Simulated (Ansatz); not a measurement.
I need a single point in a Gaussian basis of CH3F2OSi, SMILES FC(F)O[SiH2]. Use the Python package of Ansatz (0.2.0). Settings: CAM-B3LYP, 6-31G* basis, multiplicity 2.

`ch3f2osi.xyz`
```text
8

F     1.22810   -1.05680    0.42830
C     0.93730    0.27300    0.16750
F     2.12750    0.94550   -0.03190
O     0.15770    0.38750   -0.99940
Si   -1.43650   -0.21570   -0.68650
H     0.43970    0.73510    1.05100
H    -1.37920   -1.63700   -0.31160
H    -2.07460    0.56830    0.38240
```

`ch3f2osi.py`:
```python
"""Single point of CH3F2OSi."""

import json

import ansatz as az
import numpy as np


def main() -> None:
    molecule = az.Crystal.molecule_from_extxyz("ch3f2osi.xyz")

    model = (
        molecule.calculation()
        .basis(gaussian="6-31G*")  # the orbital basis, by name
        .functional("CAM-B3LYP")
        .spin("collinear", total=1)
        .forces()  # eV per angstrom
    )
    print(model.to_yaml())
    res = model.run(threads=1)
    data = res.report

    for key in ("converged", "free_energy_ev", "reference_energy_ev", "n_frozen", "n_occupied", "n_virtual"):
        print(f"{key:22s} {data[key]}")

    symbols = [site.symbol for site in molecule.cartesian_sites]
    print("forces (eV/A)")
    for symbol, f in zip(symbols, data["forces_ev_ang"]):
        print(f"  {symbol:2s} {f[0]:9.4f} {f[1]:9.4f} {f[2]:9.4f}")

    charges = data["charge_distribution"]
    dipole = np.array(charges["dipole_moment_e_ang"]) * 4.803205
    print("dipole (D): {:.3f} {:.3f} {:.3f}, length {:.3f}".format(*dipole, np.linalg.norm(dipole)))
    print("atom  Mulliken   Lowdin")
    for symbol, m, l in zip(symbols, charges["mulliken_charges_e"], charges["lowdin_charges_e"]):
        print(f"{symbol:4s} {m:9.3f} {l:8.3f}")
    with open("ch3f2osi.json", "w") as handle:
        json.dump({k: data[k] for k in ("free_energy_ev", "reference_energy_ev", "n_occupied", "n_virtual")}, handle, indent=1)


if __name__ == "__main__":
    main()
```

```console
$ python ch3f2osi.py
crystal:
  periodic: [false, false, false]
  atoms:
    - { symbol: F, position_ang: [1.2281, -1.0568, 0.4283] }
    - { symbol: C, position_ang: [0.9373, 0.273, 0.1675] }
    - { symbol: F, position_ang: [2.1275, 0.9455, -0.0319] }
    - { symbol: O, position_ang: [0.1577, 0.3875, -0.9994] }
    - { symbol: Si, position_ang: [-1.4365, -0.2157, -0.6865] }
    - { symbol: H, position_ang: [0.4397, 0.7351, 1.051] }
    - { symbol: H, position_ang: [-1.3792, -1.637, -0.3116] }
    - { symbol: H, position_ang: [-2.0746, 0.5683, 0.3824] }
basis:
  gaussian:
    orbitals: "6-31G*"
hamiltonian:
  xc: cam_b3lyp
magnetization:
  spin_polarized: true
  initial_magnetization: 1.0
output:
  forces: true

converged              True
free_energy_ev         -16440.275586761472
reference_energy_ev    -16440.275586761472
n_frozen               0
n_occupied             [25, 24]
n_virtual              [60, 61]
forces (eV/A)
  F    -0.2430    1.4872   -0.2630
  C     0.7364    0.5657   -0.9321
  F    -1.3881   -1.0374    0.1019
  O    -0.0225   -0.7716    2.1668
  Si    0.6401    0.2597   -0.9885
  H     0.3436   -0.4997   -0.3882
  H    -0.0294   -0.2369    0.0290
  H    -0.0371    0.2331    0.2740
dipole (D): -2.404 0.059 1.024, length 2.614
atom  Mulliken   Lowdin
F       -0.275   -0.013
C        0.609   -0.058
F       -0.277   -0.015
O       -0.556   -0.197
Si       0.459    0.295
H        0.140    0.114
H       -0.040   -0.059
H       -0.061   -0.067
```

File `ch3f2osi.json` afterwards:
```json
{
 "free_energy_ev": -16440.275586761472,
 "reference_energy_ev": -16440.275586761472,
 "n_occupied": [
  25,
  24
 ],
 "n_virtual": [
  60,
  61
 ]
}
```

Notes:
- Total energies depend on the basis set; only differences at equal settings carry meaning.
- The geometry is a force-field or estimated start, not a minimum of this method, and the basis set is short of its limit.
- The run takes the species as open-shell (spin multiplicity 2), which needn't be its ground state.
- The Löwdin charges here are taken after orthogonalising the functions within each atom; they differ from plain Löwdin charges, and their signs can be unphysical.
- Finished in 4.7 s on 1 thread of INTEL(R) XEON(R) PLATINUM 8581C CPU @ 2.10GHz (Emerald Rapids) (shared host), peak memory 0.32 GiB.
